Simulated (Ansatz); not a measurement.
## LaTl3, space group Pm-3m: a relaxation driven by ASE

Run with Ansatz 0.2.0, Python API.

`ase_relax_latl3.py`:
```python
"""Relax LaTl3 with an ASE optimiser on Ansatz forces."""

from dataclasses import dataclass
import warnings

import ansatz as az
from ase import Atoms
from ase.calculators.calculator import Calculator, all_changes
from ase.optimize import FIRE
import numpy as np


@dataclass(frozen=True)
class Settings:
    kgrid: tuple[int, ...] = (4, 4, 4)
    occupations: str = "cold"
    smearing_width: float = 0.1
    scf_tol: float = 1e-10


cfg = Settings()


class AnsatzEngine(Calculator):
    implemented_properties = ["energy", "free_energy", "forces"]

    def calculate(self, atoms=None, properties=("energy",), system_changes=all_changes):
        super().calculate(atoms, properties, system_changes)
        bare = self.atoms.copy()
        bare.set_constraint()
        bare.set_momenta(None)
        job = (
            az.Crystal.from_ase(bare).calculation()
            .functional(az.Functional.PBESOL)
            .pseudopotentials("paw")
            .kpoints(*cfg.kgrid)
            .occupations(cfg.occupations, width=cfg.smearing_width)
            .scf(tolerance=cfg.scf_tol)
            .forces()
        )
        report = job.run().report
        self.results["free_energy"] = report["lagrangian_ev"]
        self.results["energy"] = report.get("lagrangian_sigma0_ev", report["lagrangian_ev"])
        self.results["forces"] = np.array(report["forces_ev_ang"])

warnings.simplefilter("ignore")
atoms = Atoms(
    ["La", "Tl", "Tl", "Tl"],
    cell=[[4.799, 0.0, 0.0], [0.0, 4.799, 0.0], [0.0, 0.0, 4.799]],
    scaled_positions=[
        [0.0, 0.0, 0.0],
        [0.0, 0.5, 0.5],
        [0.5, 0.0, 0.5],
        [0.5, 0.5, 0.0],
    ],
    pbc=True,
)
atoms.rattle(0.07, seed=8)
atoms.calc = AnsatzEngine()
before = atoms.get_potential_energy(), atoms.get_volume()
optimiser = FIRE(atoms, logfile=None)


def tell():
    fmax = np.linalg.norm(atoms.get_forces(), axis=1).max()
    print(f"step {optimiser.nsteps:2d}  E = {atoms.get_potential_energy():.5f} eV  fmax = {fmax:.4f}  V = {atoms.get_volume():.3f} A^3")


optimiser.attach(tell)
met = optimiser.run(fmax=0.02, steps=12)
print("threshold met:", bool(met), " energy gained:", round(before[0] - atoms.get_potential_energy(), 5), "eV")
print("cell lengths and angles:", np.round(atoms.cell.cellpar(), 3))
print(np.round(atoms.get_scaled_positions(), 4))
```

```console
$ python ase_relax_latl3.py
step  0  E = -40049.55130 eV  fmax = 1.9160  V = 110.523 A^3
step  1  E = -40049.62861 eV  fmax = 1.6803  V = 110.523 A^3
step  2  E = -40049.74949 eV  fmax = 1.2788  V = 110.523 A^3
step  3  E = -40049.86815 eV  fmax = 0.8061  V = 110.523 A^3
step  4  E = -40049.94881 eV  fmax = 0.3897  V = 110.523 A^3
step  5  E = -40049.97434 eV  fmax = 0.2543  V = 110.523 A^3
step  6  E = -40049.97476 eV  fmax = 0.2510  V = 110.523 A^3
step  7  E = -40049.97558 eV  fmax = 0.2445  V = 110.523 A^3
step  8  E = -40049.97677 eV  fmax = 0.2350  V = 110.523 A^3
step  9  E = -40049.97827 eV  fmax = 0.2227  V = 110.523 A^3
step 10  E = -40049.98004 eV  fmax = 0.2079  V = 110.523 A^3
step 11  E = -40049.98200 eV  fmax = 0.1910  V = 110.523 A^3
step 12  E = -40049.98409 eV  fmax = 0.1729  V = 110.523 A^3
threshold met: False  energy gained: 0.43279 eV
cell lengths and angles: [ 4.799  4.799  4.799 90.    90.    90.   ]
[[0.0114 0.9911 0.0059]
 [0.996  0.4963 0.5123]
 [0.508  0.0106 0.5045]
 [0.5052 0.4992 0.0236]]
```

Notes:
- Total energies depend on the potentials; only differences at equal settings carry meaning. A total without «per atom» is that of the whole cell that was run.
- For a metal this k-point mesh is coarse: on a finer one energies can move by several to tens of meV an atom and pressures by half a GPa or more, differences at one mesh by less.
- Spin-orbit coupling, which matters for elements this heavy, is left out.
- The structure is a deposited one; some such entries were measured under pressure or heat, so a shift against it needn't be the functional's error alone.
- It ran for 50 s on 1 thread of AMD EPYC 9R45 96-Core Processor (Zen 5) (shared host), peak memory 0.54 GiB.
